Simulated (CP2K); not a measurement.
**PBE/DZVP-MOLOPT-SR-GTH (core potential) run of TiH4O4 (SMILES O[Ti](O)(O)O)**

Aim: the vertical ionisation energy of TiH4O4 at PBE/DZVP-MOLOPT-SR-GTH (core potential), from 2 runs. 

The calculation is run with CP2K 2026.2.

1 further run of the same task is left out (set aside as unsound or not needed).

## 1. Starting point

TiH4O4: 9 atoms, total charge 0, spin state singlet. As SMILES, `O[Ti](O)(O)O`. Geometry: relaxed at PBE0-D4/def2-TZVP. This is one conformer, not always the lowest.

Bond lengths: O1–Ti2 1.801 Å, Ti2–O3 1.801 Å, Ti2–O4 1.801 Å, Ti2–O5 1.801 Å, O1–H6 0.958 Å, O3–H7 0.958 Å, O4–H8 0.958 Å, O5–H9 0.958 Å. Angles: O1–Ti2–O3 108.5°, O1–Ti2–O4 109.9°, O1–Ti2–O5 110.0°, O3–Ti2–O4 110.0°, O3–Ti2–O5 109.9°, O4–Ti2–O5 108.5°, Ti2–O1–H6 129.5°, Ti2–O3–H7 129.5°, Ti2–O4–H8 129.5°, Ti2–O5–H9 129.6°.

## 2. A single-point energy at PBE/DZVP-MOLOPT-SR-GTH (core potential)

File qs.inp:

```
&GLOBAL
   PROJECT_NAME qs
   RUN_TYPE ENERGY
   PRINT_LEVEL MEDIUM
&END GLOBAL
&FORCE_EVAL
   METHOD QS
   &DFT
      BASIS_SET_FILE_NAME BASIS_MOLOPT
      POTENTIAL_FILE_NAME GTH_POTENTIALS
      &QS
         METHOD GPW
         EPS_DEFAULT 1.0E-10
      &END QS
      &MGRID
         CUTOFF 400
         REL_CUTOFF 50
         NGRIDS 4
      &END MGRID
      &POISSON
         PERIODIC NONE
         POISSON_SOLVER MULTIPOLE
      &END POISSON
      &SCF
         SCF_GUESS ATOMIC
         EPS_SCF 1.0E-06
         MAX_SCF 40
         &OT
            MINIMIZER CG
            PRECONDITIONER FULL_ALL
         &END OT
         &OUTER_SCF
            EPS_SCF 1.0E-06
            MAX_SCF 5
         &END OUTER_SCF
      &END SCF
      &XC
         &XC_FUNCTIONAL PBE
         &END XC_FUNCTIONAL
      &END XC
      &PRINT
         &MOMENTS
            PERIODIC F
            REFERENCE COM
            MAX_MOMENT 1
         &END MOMENTS
         &MO_CUBES
            NLUMO 3
            NHOMO -1
            WRITE_CUBE F
         &END MO_CUBES
         &HIRSHFELD OFF
         &END HIRSHFELD
      &END PRINT
   &END DFT
   &SUBSYS
      &CELL
         ABC 10.5 10.8 10.8
         PERIODIC NONE
      &END CELL
      &COORD
         O     -0.125250     1.268390    -1.272730
         Ti     0.000070     0.000090    -0.000050
         O      1.651710    -0.715310    -0.066120
         O     -1.235630    -1.279200    -0.283830
         O     -0.290490     0.726280     1.622320
         H     -0.813470     1.413950    -1.922910
         H      2.270980    -0.885970     0.644480
         H     -1.123140    -2.176250    -0.600550
         H     -0.334770     1.648010     1.879390
      &END COORD
      &TOPOLOGY
         &CENTER_COORDINATES
         &END CENTER_COORDINATES
      &END TOPOLOGY
      &KIND O
         BASIS_SET DZVP-MOLOPT-SR-GTH-q6
         POTENTIAL GTH-PBE-q6
      &END KIND
      &KIND Ti
         BASIS_SET DZVP-MOLOPT-SR-GTH-q12
         POTENTIAL GTH-PBE-q12
      &END KIND
      &KIND H
         BASIS_SET DZVP-MOLOPT-SR-GTH-q1
         POTENTIAL GTH-PBE-q1
      &END KIND
   &END SUBSYS
&END FORCE_EVAL
```

Launch:

```
$ OMP_NUM_THREADS=1 cp2k.psmp qs.inp > qs.out
```

The program printed:

```text
CP2K| version string:                                       CP2K version 2026.2
[...]
 GLOBAL| Method name                                                        CP2K
[...]
 GLOBAL| Run type                                                         ENERGY
[...]
 DFT| Spin restricted Kohn-Sham (RKS) calculation                            RKS
 DFT| Multiplicity                                                             1
[...]
 DFT| Charge                                                                   0
[...]
 FUNCTIONAL| PBE:
 QS| Method:                                                                 GPW
[...]
 QS| Density cutoff [a.u.]:                                                200.0
[...]
 QS| Relative density cutoff [a.u.]:                                        25.0
[...]
                             - Atoms:                                          9
[...]
                             - Spherical basis functions:                     98
[...]
 Number of electrons:                                                         40
[...]
     1 OT CG       0.15E+00    4.5     0.20180318      -120.7393342356 -1.21E+02
[...]
    35 OT CG       0.74E-01    4.8     0.00000078      -124.8643007449 -1.02E-10
  *** SCF run converged in    35 steps ***
[...]
  Overlap energy of the core charge distribution:               0.00000013322865
  Self energy of the core charge distribution:               -278.64580313946902
  Core Hamiltonian energy:                                     76.63684264499369
  Hartree energy:                                              99.96105768095556
  Exchange-correlation energy:                                -22.81639806463226
  Total energy:                                              -124.86430074492338
[...]
                     Mulliken Population Analysis
 #  Atom  Element  Kind  Atomic population                           Net charge
       1     O        1          6.463801                             -0.463801
       2     Ti       2         10.696962                              1.303038
       3     O        1          6.463085                             -0.463085
       4     O        1          6.463571                             -0.463571
       5     O        1          6.463239                             -0.463239
       6     H        3          0.862446                              0.137554
       7     H        3          0.862154                              0.137846
       8     H        3          0.862286                              0.137714
       9     H        3          0.862455                              0.137545
 # Total charge                             40.000000                  0.000000
[...]
  Dipole moment [Debye]
    X=  0.8392118E-02 Y= -0.3711403E-02 Z= -0.3167319E-02  Total=      0.0097074
[...]
 HOMO - LUMO gap [eV] :    5.155110
 ENERGY| Total FORCE_EVAL ( QS ) energy [hartree]           -124.864300744923383
[...]
```

Wall time 4.8 min (1 thread of Intel Xeon at 2.50GHz (Skylake/Cascade Lake), shared host); peak memory 0.97 GiB.

## 3. The doublet cation at the same level

File job.inp:

```
&GLOBAL
  PROJECT job
  RUN_TYPE ENERGY
  PRINT_LEVEL MEDIUM
&END
&FORCE_EVAL
  METHOD Quickstep
  &DFT
    BASIS_SET_FILE_NAME BASIS_MOLOPT
    POTENTIAL_FILE_NAME GTH_POTENTIALS
    CHARGE 1
    MULTIPLICITY 2
    UKS T
    &QS
      METHOD GPW
      EPS_DEFAULT 1.0E-10
    &END
    &MGRID
      CUTOFF 400
      REL_CUTOFF 50
      NGRIDS 4
    &END
    &POISSON
      PERIODIC NONE
      POISSON_SOLVER MULTIPOLE
    &END
    &SCF
      SCF_GUESS ATOMIC
      EPS_SCF 1.0E-06
      MAX_SCF 40
      &OT ON
        MINIMIZER DIIS
        PRECONDITIONER FULL_ALL
      &END
      &OUTER_SCF
        EPS_SCF 1.0E-06
        MAX_SCF 10
      &END
    &END
    &XC
      &XC_FUNCTIONAL PBE
      &END
    &END
    &PRINT
      &MOMENTS
        PERIODIC F
        REFERENCE COM
        MAX_MOMENT 1
      &END
      &MO_CUBES
        NLUMO 1
        NHOMO -1
        WRITE_CUBE F
      &END
      &HIRSHFELD OFF
      &END
    &END
  &END
  &SUBSYS
    &CELL
      ABC [angstrom] 10.5 10.8 10.8
      PERIODIC NONE
    &END
    &COORD
      O     -0.125250     1.268390    -1.272730
      Ti     0.000070     0.000090    -0.000050
      O      1.651710    -0.715310    -0.066120
      O     -1.235630    -1.279200    -0.283830
      O     -0.290490     0.726280     1.622320
      H     -0.813470     1.413950    -1.922910
      H      2.270980    -0.885970     0.644480
      H     -1.123140    -2.176250    -0.600550
      H     -0.334770     1.648010     1.879390
    &END
    &TOPOLOGY
      &CENTER_COORDINATES
      &END
    &END
    &KIND O
      BASIS_SET DZVP-MOLOPT-SR-GTH-q6
      POTENTIAL GTH-PBE-q6
    &END
    &KIND Ti
      BASIS_SET DZVP-MOLOPT-SR-GTH-q12
      POTENTIAL GTH-PBE-q12
    &END
    &KIND H
      BASIS_SET DZVP-MOLOPT-SR-GTH-q1
      POTENTIAL GTH-PBE-q1
    &END
  &END
&END
```

Launch:

```
$ OMP_NUM_THREADS=1 cp2k.psmp job.inp > job.out
```

The program printed:

```text
CP2K| version string:                                       CP2K version 2026.2
[...]
 GLOBAL| Method name                                                        CP2K
[...]
 GLOBAL| Run type                                                         ENERGY
[...]
 DFT| Spin unrestricted (spin-polarized) Kohn-Sham calculation               UKS
 DFT| Multiplicity                                                             2
[...]
 DFT| Charge                                                                   1
[...]
 FUNCTIONAL| PBE:
 QS| Method:                                                                 GPW
[...]
 QS| Density cutoff [a.u.]:                                                200.0
[...]
 QS| Relative density cutoff [a.u.]:                                        25.0
[...]
                             - Atoms:                                          9
[...]
                             - Spherical basis functions:                     98
[...]
 Number of electrons:                                                         20
[...]
     1 OT DIIS     0.15E+00    8.5     0.10903963      -120.1377625008 -1.20E+02
[...]
    26 OT DIIS     0.15E+00   11.4     0.00000090      -124.4832042371 -2.22E-09
  *** SCF run converged in    26 steps ***
[...]
  Overlap energy of the core charge distribution:               0.00000013322865
  Self energy of the core charge distribution:               -278.64580313946902
  Core Hamiltonian energy:                                     76.33227157264480
  Hartree energy:                                             100.28042048189205
  Exchange-correlation energy:                                -22.45009328543573
  Total energy:                                              -124.48320423713926
[...]
                     Mulliken Population Analysis
 #  Atom  Element  Kind  Atomic population (alpha,beta) Net charge  Spin moment
       1     O        1         3.298441     3.018696    -0.317137     0.279745
       2     Ti       2         5.198935     5.329895     1.471170    -0.130960
       3     O        1         3.298418     3.018284    -0.316701     0.280134
       4     O        1         3.302191     3.010440    -0.312631     0.291751
       5     O        1         3.302291     3.010057    -0.312348     0.292234
       6     H        3         0.400329     0.403064     0.196607    -0.002735
       7     H        3         0.400222     0.402949     0.196829    -0.002727
       8     H        3         0.399551     0.403272     0.197177    -0.003721
       9     H        3         0.399622     0.403343     0.197035    -0.003720
 # Total charge and spin       20.000000    19.000000     1.000000     1.000000
[...]
  Dipole moment [Debye]
    X=  0.6124381E-01 Y=  0.1341282E-01 Z= -0.4726818E-01  Total=      0.0785174
[...]
 HOMO - LUMO gap [eV] :    0.015409
 ENERGY| Total FORCE_EVAL ( QS ) energy [hartree]           -124.483204237139262
[...]
```

Run time: 12 min. Hardware: 1 thread of Intel Xeon at 2.50GHz (Skylake/Cascade Lake), shared host; peak memory 1.2 GiB.

## 4. Summary of results

At PBE/DZVP-MOLOPT-SR-GTH (core potential):

| quantity | value |
| --- | --- |
| singlet TiH4O4: total energy | -124.86430 Eh |
| singlet TiH4O4: dipole moment | 0.01 D |
| singlet TiH4O4: HOMO energy | -7.30 eV |
| singlet TiH4O4: LUMO energy | -2.14 eV |
| singlet TiH4O4: HOMO–LUMO gap | 5.16 eV |
| doublet cation: total energy | -124.48320 Eh |
| doublet cation: HOMO energy (highest over α and β) | -13.47 eV |
| doublet cation: LUMO energy (lowest over α and β) | -13.45 eV |
| doublet cation: ⟨S²⟩ | 0.760 |
| vertical ionisation energy (to the doublet cation) | 10.370 eV |

The vertical ionisation energy comes to 10.37 eV (1001 kJ/mol). The negative HOMO energy of the first species, 7.30 eV, lies 3.07 eV below that difference.
